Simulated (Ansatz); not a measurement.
**Te: squeezing one contact**

The task here is to estimate one member of a computed series from the others.

Program: Ansatz 0.2.0. Level of theory: DFT PBEsol, with the methods named in each step. These are calculated values, not measurements.

1 further run of the same task is left out (it didn't finish).

### The system as given

It takes space group Fd-3m (No. 227, cubic). The conventional cell has a = 6.619 Å, b = 6.619 Å, c = 6.619 Å, α = 90.00°, β = 90.00°, γ = 90.00°. Te (site symmetry -43m) has 4 Te at 2.87 Å as nearest neighbours.

Coordinates:

```
CELL_PARAMETERS angstrom
0.00000 3.30955 3.30955
3.30955 0.00000 3.30955
3.30955 3.30955 0.00000
ATOMIC_POSITIONS crystal
Te 0.87500 0.87500 0.87500
Te 0.12500 0.12500 0.12500
```

Atoms are numbered in the order of the input: Te1, Te2.

Set-up of the first run:

Input file input.yaml:

```yaml
crystal:
  lattice:
    - [0.0, 3.309552974, 3.309552974]
    - [3.309552974, 0.0, 3.309552974]
    - [3.309552974, 3.309552974, 0.0]
  atoms:
    - { symbol: Te, position: [-0.125, -0.125, -0.125] }
    - { symbol: Te, position: [0.125, 0.125, 0.125] }
kpoints:
  mp_grid: { grid: [8, 8, 8] }
scf:
  occupations: { method: fermi_dirac, width: 0.05 }
hamiltonian:
  xc: pbesol
  pseudopotentials: { kind: paw }
output:
  forces: true
  stress: true
  eigenvalues: true
  efg: { contact_densities: true }
  populations: true
```

Launch:

```bash
$ ansatz run input.yaml --threads 1 --pin off --max-ram 2048MiB --backend cpu --events-out ev --progress --plain --runs-dir out
```

Steps of the session up to this table: Shortest bond scaled by 1, PAW; Shortest bond scaled by 1.1, PAW; Shortest bond scaled by 0.82, PAW; Shortest bond scaled by 0.76, PAW; Shortest bond scaled by 0.64, PAW; Shortest bond scaled by 0.64, PAW (source ansatz).

One table of the session follows, with a row left open; its other results are not shown here.

```
             method  length (Å)  F from the given length (eV/cell)  force along the bond (eV/Å)  pressure (GPa)  largest force (eV/Å)
                PAW       1.834                             11.433                       49.848           69.49                49.848
                PAW       2.178                              1.823                       12.504           25.70                12.504
                PAW       2.350                                  ?                            ?               ?                     ?
                PAW       2.866                              0.000                        0.000            8.82                 0.000
                PAW       3.153                             -0.085                        0.066            9.29                 0.066
PAW (source ansatz)       1.834                                  –                       50.927           70.94                50.927
```

Q: Estimate the row for PAW, 2.350 from the others.

As computed: F from the given length (eV/cell): 0.394; force along the bond (eV/Å): 4.895; pressure (GPa): 16.11; largest force (eV/Å): 4.895.

To keep in mind: Warnings in the runs' records: gradients without spin orbit.
